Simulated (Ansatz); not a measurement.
# AlN: how the settings move a relaxation

Aim: see which settings change the result for AlN, by how much, and at what cost.

The COD entry's cell or inner coordinates are ideal or old and differ from later refinements, so a difference from it is no clean test against experiment.

Method: reference: DFT, LDA, PAW with Ansatz's default frozen-core files, scalar-relativistic; relaxation of cell and atoms, in Ansatz 0.2.0.

### 1 The structure to begin with

The structure is hexagonal, space group P6_3mc (No. 186). Conventional cell: a = 3.089 Å, b = 3.089 Å, c = 4.943 Å, α = 90.00°, β = 90.00°, γ = 120.00°. Around Al (site symmetry 3m) lie 4 N at 1.88 to 1.89 Å. N (site symmetry 3m) is surrounded by 4 Al at 1.88 to 1.89 Å.

Structure file:

```
CELL_PARAMETERS angstrom
3.08877 0.00000 0.00000
-1.54439 2.67495 0.00000
0.00000 0.00000 4.94326
ATOMIC_POSITIONS crystal
Al 0.33333 0.66667 0.99901
Al 0.66667 0.33333 0.49901
N 0.33333 0.66667 0.38099
N 0.66667 0.33333 0.88099
```

### 2 The reference run

Input file input.yaml:

```yaml
crystal:
  lattice:
    - [3.08877018995, 0.0, 0.0]
    - [-1.54438509497, 2.67495345095, 0.0]
    - [0.0, 0.0, 4.94326336468]
  atoms:
    - { symbol: Al, position: [0.333333333333, 0.666666666667, -0.000992572121] }
    - { symbol: Al, position: [0.666666666667, 0.333333333333, 0.499007427879] }
    - { symbol: "N", position: [0.333333333333, 0.666666666667, 0.380992572121] }
    - { symbol: "N", position: [0.666666666667, 0.333333333333, 0.880992572121] }
kpoints:
  mp_grid: { grid: [8, 8, 6] }
scf:
  occupations: { method: fixed }
hamiltonian:
  xc: lda
  pseudopotentials: { kind: paw }
relax:
  f_tol: 0.002
  max_steps: 80
  cell: { p_target: 2 }
output:
  forces: true
  stress: true
  write_density: true
  write_potential: true
  elf: true
  volumetric_format: npy
```

The run is started by

```sh
$ ansatz run input.yaml --threads 2 --pin off --max-ram 5120MiB --backend cpu --events-out ev --progress --plain --runs-dir out
```

### 3 Changed: mixing.algorithm anderson, mixing.beta 0.2, n_extra_bands 8

Changes to input.yaml since step 2:

```diff
@@ -14,2 +14,4 @@
   occupations: { method: fixed }
+  mixing: { algorithm: anderson, beta: 0.2 }
+  n_extra_bands: 8
 hamiltonian:
@@ -24,5 +26 @@
   stress: true
-  write_density: true
-  write_potential: true
-  elf: true
-  volumetric_format: npy
```

Before running it: what results should come out? Wanted: for each run, ending; energy change; pressure; gap; force.

**Answer**, as computed:

```tsv
run	ending	energy change	pressure (GPa)	gap (eV)	force (eV/Å)	cycles	time
reference	converged	0	2.0	4.50	0.00	25	6 s
1: mixing.algorithm anderson, mixing.beta 0.2, n_extra_bands 8	converged	0.0 meV/atom	2.0	4.50	0.00	21	3.6 s
```

Times don't compare one to one where runs were asked for different outputs or read a saved state (see the inputs); cycles may leave out searches for a lower state.

What this shows: With the changed mixing and band count the energy agrees within 0.5 meV/atom.

These are semilocal Kohn-Sham gaps, which aren't the measured quantity. Such gaps usually fall short of the measured ones.
